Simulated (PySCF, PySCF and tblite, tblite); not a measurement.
# C₄H₁₂B₂N₂: a path driven as rotation about a bond, and NMR exchange, part 2 of 2

PySCF and tblite. Atoms count from 0. The steps go on from the part before.

### 8 Shieldings, saddle of leg 1: BHandHLYP/pcSseg-1 in dichloromethane

What the job is given:

```
{"job": {"kind": "nmr", "xc": "BHandHLYP", "basis": "pcSseg-1", "solvent": "dichloromethane", "pop": false}, "charge": 0, "multiplicity": 1}
B     -2.669234     0.544197    -1.266682
N     -2.011439    -0.052750    -0.211671
C     -2.527904    -0.045827     1.145528
B     -0.716649    -0.748599    -0.365987
N      0.439595    -0.055111    -0.062740
C      1.785561    -0.516183    -0.132608
C      2.816336     0.030718     0.811454
C      2.866131     0.391140    -0.646562
H     -2.182501     0.496298    -2.334228
H     -3.690658     1.097222    -1.085042
H     -3.469987     0.498728     1.185669
H     -2.697772    -1.068827     1.495697
H     -1.817381     0.426650     1.831636
H     -0.656827    -1.869448    -0.709532
H      0.381450     0.917649     0.209216
H      1.838008    -1.565066    -0.392213
H      3.564758    -0.639439     1.204232
H      2.509875     0.795209     1.509816
H      3.647607    -0.032693    -1.257175
H      2.591031     1.396133    -0.928807
```

Log:

```text
coarse grid: 16080 points
cycle   1  E = -318.5900769597  dE =  1.277e+00  |g| = 3.831e-01  |ddm| = 3.712e+00
cycle   2  E = -318.6174983220  dE = -2.742e-02  |g| = 2.657e-01  |ddm| = 5.028e-01
cycle   3  E = -318.6315456094  dE = -1.405e-02  |g| = 7.621e-02  |ddm| = 2.196e-01
cycle   4  E = -318.6326636736  dE = -1.118e-03  |g| = 2.337e-02  |ddm| = 5.578e-02
cycle   5  E = -318.6327821324  dE = -1.185e-04  |g| = 4.980e-03  |ddm| = 1.779e-02
cycle   6  E = -318.6327875266  dE = -5.394e-06  |g| = 1.066e-03  |ddm| = 4.251e-03
final grid: 153696 points
cycle   7  E = -318.6712037775  dE = -2.602e-05  |g| = 4.511e-03  |ddm| = 1.771e-02
cycle   8  E = -318.6712041250  dE = -3.474e-07  |g| = 4.499e-03  |ddm| = 6.501e-03
cycle   9  E = -318.6712085478  dE = -4.423e-06  |g| = 3.110e-04  |ddm| = 3.013e-03
cycle  10  E = -318.6712085658  dE = -1.797e-08  |g| = 1.814e-04  |ddm| = 3.323e-04
cycle  11  E = -318.6712085734  dE = -7.671e-09  |g| = 2.386e-05  |ddm| = 1.519e-04
cycle  12  E = -318.6712085736  dE = -1.820e-10  |g| = 7.457e-06  |ddm| = 3.113e-05
converged SCF energy = -318.6712085736

GIAO shielding tensors (ppm)
atom      isotropic    diamagn.    paramagn.     s11        s22        s33       span
  0 B       67.460     196.156    -128.697     29.693     55.897    116.789     87.096
  1 N      111.918     327.763    -215.845    -38.230    147.581    226.401    264.632
  2 C      144.341     242.604     -98.263    117.252    132.735    183.036     65.784
  3 B       68.719     197.669    -128.950     30.897     70.121    105.140     74.243
  4 N      119.887     327.217    -207.330     22.979    165.292    171.390    148.411
  5 C      157.791     236.875     -79.083    118.030    140.045    215.298     97.268
  6 C      179.433     254.480     -75.047    147.180    175.396    215.722     68.542
  7 C      179.059     254.956     -75.897    146.389    175.241    215.547     69.158
  8 H       27.822      32.875      -5.052     25.336     27.161     30.970      5.633
  9 H       27.442      31.743      -4.301     25.154     27.505     29.666      4.513
 10 H       28.538      28.690      -0.152     25.097     27.120     33.397      8.300
 11 H       28.703      28.197       0.506     25.037     26.446     34.625      9.588
 12 H       28.927      30.824      -1.897     24.025     28.894     33.863      9.838
 13 H       27.056      33.607      -6.552     25.313     26.916     28.938      3.625
 14 H       28.318      37.116      -8.798     22.115     30.179     32.660     10.545
 15 H       29.064      30.075      -1.011     22.732     28.252     36.210     13.477
 16 H       31.154      29.841       1.313     25.404     26.721     41.337     15.933
 17 H       31.477      31.789      -0.311     26.182     28.839     39.411     13.229
 18 H       31.170      29.995       1.175     25.414     26.736     41.360     15.946
 19 H       31.512      31.884      -0.372     26.139     28.949     39.446     13.307
```

Run time: 46 s. Hardware: 1 thread of Intel Xeon Platinum 8375C at 2.90GHz, shared host; peak memory 1 GiB.

In short: HOMO -8.06 eV, LUMO 1.19 eV; dipole 3.53 D.

Orbitals, density, ELF and potential are computed afterwards from the orbital file.

Frontier orbitals at BHandHLYP/pcSseg-1, with the share of their density that lies nearest to each atom:

```csv
orbital,energy (eV),lies on
HOMO,-8.06,"N4 31 %; C5 15 %; C6, C7 about 10 % each"
LUMO,1.19,"B0 32 %; H8, H9 about 17 % each; N1 13 %"
```

ELF in a plane through or near 8 of the atoms.

Ten even steps from ' ' (0.00) to '@' (1.00):
```
                                                        
                                                        
                                                        
                                                        
                                ....                    
        ..====..                **##==::..              
      ..##@@%%==::::..          ##%%##++--====::        
      ::%%@@@@##++**::  --++::  --##==**==@@@@##        
        --##%%==::%%++::**##**....==##--**%%%%==        
          ::++++**##++**++****::++**%%##--::..          
          --++==**##==##====##::##++::##--......        
      ..**@@@@..==@@**--##%%##::++##%%%%==**%%%%==      
      ==@@@@@@##++**::  ++##==..  ::--==::@@@@@@##      
      ::%%@@@@++::::      ..    --%%@@##++**####--      
        ::**++..                %%@@@@@@%%::::::        
                              ..@@@@@@@@@@..            
                                ##@@@@@@##              
                                  ..::::                
                                                        
                                                        
```
The map spans 12.6 Å across and 9.9 Å up, centred on the molecule. Atoms in the plane (x, y in Å): B0 (2.7, -1.3), N1 (2.0, -0.2), C2 (2.5, 1.1), N4 (-0.4, -0.1), C6 (-2.8, 0.8), C7 (-2.9, -0.7), H8 (2.2, -2.4), H18 (-3.6, -1.2).

On the surface of density 0.002 e/bohr³ the electrostatic potential runs, from the 1st to the 99th percentile, from -0.89 to 1.93 V.

### 9 Shieldings, end: BHandHLYP/pcSseg-1 in dichloromethane

What the job is given:

```
{"job": {"kind": "nmr", "xc": "BHandHLYP", "basis": "pcSseg-1", "solvent": "dichloromethane", "pop": false}, "charge": 0, "multiplicity": 1}
B     -3.144268    -0.424192    -1.030338
N     -2.014654    -0.045850    -0.302029
C     -2.162746     0.771216     0.894172
B     -0.678530    -0.437715    -0.690095
N      0.434220    -0.050006     0.051004
C      1.792792    -0.368844    -0.225138
C      2.754668    -0.616136     0.901617
C      2.877025     0.628648     0.066709
H     -3.017107    -1.080070    -1.989908
H     -4.210002    -0.081448    -0.674046
H     -3.213760     0.992614     1.070984
H     -1.770607     0.248179     1.771262
H     -1.626949     1.718701     0.785139
H     -0.522206    -1.093592    -1.644634
H      0.342420     0.516669     0.881653
H      1.891775    -0.975621    -1.115225
H      3.497968    -1.389410     0.787335
H      2.390759    -0.510940     1.912978
H      3.704646     0.709862    -0.620186
H      2.595386     1.568310     0.518387
```

Log:

```text
coarse grid: 16080 points
cycle   1  E = -318.6051285850  dE =  1.283e+00  |g| = 3.731e-01  |ddm| = 3.710e+00
cycle   2  E = -318.6331055488  dE = -2.798e-02  |g| = 2.446e-01  |ddm| = 4.828e-01
cycle   3  E = -318.6450090631  dE = -1.190e-02  |g| = 7.390e-02  |ddm| = 1.974e-01
cycle   4  E = -318.6460687797  dE = -1.060e-03  |g| = 2.095e-02  |ddm| = 5.161e-02
cycle   5  E = -318.6461617412  dE = -9.296e-05  |g| = 4.677e-03  |ddm| = 1.572e-02
cycle   6  E = -318.6461665128  dE = -4.772e-06  |g| = 9.586e-04  |ddm| = 3.825e-03
final grid: 153696 points
cycle   7  E = -318.6847863970  dE = -2.849e-05  |g| = 4.483e-03  |ddm| = 1.896e-02
cycle   8  E = -318.6847870291  dE = -6.322e-07  |g| = 4.328e-03  |ddm| = 6.484e-03
cycle   9  E = -318.6847911685  dE = -4.139e-06  |g| = 3.056e-04  |ddm| = 2.929e-03
cycle  10  E = -318.6847911847  dE = -1.618e-08  |g| = 1.838e-04  |ddm| = 3.354e-04
cycle  11  E = -318.6847911924  dE = -7.681e-09  |g| = 2.361e-05  |ddm| = 1.541e-04
cycle  12  E = -318.6847911926  dE = -1.547e-10  |g| = 6.576e-06  |ddm| = 2.894e-05
converged SCF energy = -318.6847911926

GIAO shielding tensors (ppm)
atom      isotropic    diamagn.    paramagn.     s11        s22        s33       span
  0 B       56.495     193.472    -136.977     26.685     37.293    105.507     78.822
  1 N      100.723     325.614    -224.891    -49.664     92.469    259.365    309.028
  2 C      145.806     245.875    -100.069    122.306    133.307    181.806     59.500
  3 B       71.843     197.646    -125.803     41.871     74.180     99.479     57.607
  4 N      146.928     326.182    -179.254     84.394    173.068    183.323     98.929
  5 C      156.792     236.471     -79.679    117.505    137.683    215.188     97.682
  6 C      178.915     254.956     -76.042    145.828    174.731    216.185     70.357
  7 C      178.915     254.677     -75.762    145.827    174.757    216.161     70.334
  8 H       27.232      31.524      -4.292     25.034     26.853     29.809      4.775
  9 H       27.026      30.769      -3.743     24.748     26.913     29.418      4.670
 10 H       28.506      29.714      -1.208     24.321     27.635     33.561      9.240
 11 H       28.821      31.227      -2.406     24.725     28.120     33.619      8.894
 12 H       28.822      31.309      -2.487     24.726     28.117     33.622      8.896
 13 H       27.371      34.672      -7.300     24.837     27.075     30.203      5.366
 14 H       28.942      37.386      -8.444     20.906     31.110     34.810     13.904
 15 H       29.091      29.954      -0.863     22.447     28.325     36.501     14.054
 16 H       31.171      29.957       1.214     25.332     26.741     41.441     16.109
 17 H       31.504      31.780      -0.276     26.083     29.072     39.357     13.274
 18 H       31.172      29.956       1.217     25.334     26.741     41.442     16.108
 19 H       31.503      31.778      -0.276     26.082     29.070     39.356     13.274
```

It took 42 s on 1 thread of Intel Xeon Platinum 8375C at 2.90GHz, shared host; peak memory 1 GiB.

In short: HOMO -7.73 eV, LUMO 0.88 eV; dipole 3.59 D.

### 10 Barriers, rates and exchange

What the job is given:

```
{"job": {"smiles": "BN(C)BNC1CC1", "charge": 0, "mult": 1, "motion": "rotation", "what": "aminoborane", "atoms": [3, 1], "drives": [{"terms": [["t", [4, 3, 1, 0], 0.25], ["t", [4, 3, 1, 2], 0.25], ["t", [13, 3, 1, 0], 0.25], ["t", [13, 3, 1, 2], 0.25]], "by": 180, "n": 12}], "flip": [3, 1], "study": "path", "level": {"kind": "nmr", "xc": "BHandHLYP", "basis": "pcSseg-1", "solvent": "dichloromethane"}, "fields": [100, 200, 400], "first": 5, "seed": 850, "kind": "path"}, "charge": 0, "multiplicity": 1}
B     -2.198736     1.283030    -0.420661
N     -1.958157     0.059099     0.199492
C     -3.081203    -0.724314     0.702922
B     -0.657435    -0.552808     0.411374
N      0.518440     0.052893    -0.004210
C      1.844404    -0.437749     0.142702
C      2.977099     0.514961     0.399012
C      2.866255    -0.182317    -0.928296
H     -1.312715     1.931115    -0.834695
H     -3.299818     1.675898    -0.533313
H     -4.020941    -0.210525     0.509790
H     -3.111553    -1.702997     0.218902
H     -2.984086    -0.884007     1.779124
H     -0.595496    -1.593798     0.951629
H      0.482821     0.947909    -0.470004
H      1.869192    -1.396597     0.644237
H      3.762107     0.215480     1.075629
H      2.752448     1.570395     0.433763
H      3.575249    -0.960678    -1.163298
H      2.566976     0.405690    -1.782874
```

Log:

```text
stationary points (kcal/mol above the start)
  n  kind          group   xTB      DFT    lowest mode
  0  minimum      Cs       0.00     0.00      32.4
  1  saddle       C1       6.00     6.57    -110.6
  2  minimum      Cs       0.03    -2.09      43.8

GFN2-xTB energies: T/K, barrier G, reaction G (kcal/mol), k forward, k back (1/s)
 150.00     5.65     0.37   3.65e+04   1.27e+05
 200.00     5.74     0.43    4.4e+06   1.29e+07
 250.00     5.85     0.48      8e+07   2.09e+08
 298.15     5.96     0.52   5.28e+08   1.28e+09
 350.00     6.10     0.57   2.28e+09   5.16e+09
 400.00     6.23     0.61   6.58e+09   1.41e+10
 500.00     6.52     0.67   2.94e+10    5.8e+10

BHandHLYP/pcSseg-1 + D3(BJ), IEF-PCM dichloromethane energies: T/K, barrier G, reaction G (kcal/mol), k forward, k back (1/s)
 150.00     6.22    -1.75   5.46e+03       15.4
 200.00     6.31    -1.69   1.06e+06   1.49e+04
 250.00     6.42    -1.64   2.56e+07   9.38e+05
 298.15     6.53    -1.60   2.03e+08   1.37e+07
 350.00     6.66    -1.55   1.01e+09   1.08e+08
 400.00     6.80    -1.51   3.23e+09   4.81e+08
 500.00     7.09    -1.45   1.66e+10   3.88e+09
```

It took 2.7 min on 1 thread of Intel Xeon Platinum 8375C at 2.90GHz, shared host; peak memory 1.1 GiB. This counts the whole study up to here.

Barriers by level (kcal/mol; entropies in cal/(mol K)). Zero-point and thermal terms come from xTB in every row. ΔG‡ leaves symmetry out; the rate counts equivalent paths (a factor of 2); effective ΔG‡, where given, is the barrier that would give that rate by Eyring's equation alone:

```csv
level,ΔE‡,with zero-point,ΔH‡,ΔS‡,ΔG‡ (298 K),ΔE of reaction,k at 298 K (1/s),effective ΔG‡
GFN2-xTB,6.00,5.48,5.07,-3.0,5.96,0.03,5.3e+08,5.55
"BHandHLYP/pcSseg-1 + D3(BJ), IEF-PCM dichloromethane",6.57,6.05,5.63,-3.0,6.53,-2.09,2e+08,6.12
```

Sites that the driver pairs across this motion, and where their lines would merge (no couplings; faster rotations or exchange between molecules can average them sooner):

```csv
nucleus,sites: shielding (ppm),proton frequency (MHz),spread (Hz),coalescence (K),lines at 298 K
11B,B0: 62.0; B0 (end): 56.5,400,704,not given,–
13C,C2: 139.4; C2 (end): 145.8,400,643,not given,–
15N,N1: 110.5; N1 (end): 100.7,400,395,not given,–
1H,H14: 28.35; H14 (end): 28.94,400,238,not given,–
11B,B3: 72.8; B3 (end): 71.8,400,127,not given,–
15N,N4: 149.4; N4 (end): 146.9,400,98,not given,–
1H,"H10, H11, H12: 28.55; H10, H11, H12 (end): 28.72",400,68,not given,–
13C,"C6, C7: 179.5; C6, C7 (end): 178.9",400,55,not given,–
```

A dash: the driver gave no coalescence for this row (it judged the minor form too scarce).

Rows that set an atom against itself at the end compare its shielding in the two forms.

### 11 Summary of results

The summary covers parts 1 to 2.

```
                                                      quantity                             value
barrier (BHandHLYP/pcSseg-1 + D3(BJ), IEF-PCM dichloromethane)  ΔE‡ 6.6, ΔG‡(298 K) 6.5 kcal/mol
                                            barrier (GFN2-xTB)                  ΔE‡ 6.0 kcal/mol
                                                 rate at 298 K                         2e+08 s⁻¹
                                               end of the path      -2.1 kcal/mol from the start
```

The barrier is 6.6 kcal/mol at the DFT level (xTB: 6.0); with thermal terms and the count of paths the DFT value gives a rate of 2e+08 s⁻¹ at 298 K. An error of 1.4 kcal/mol changes that rate tenfold.
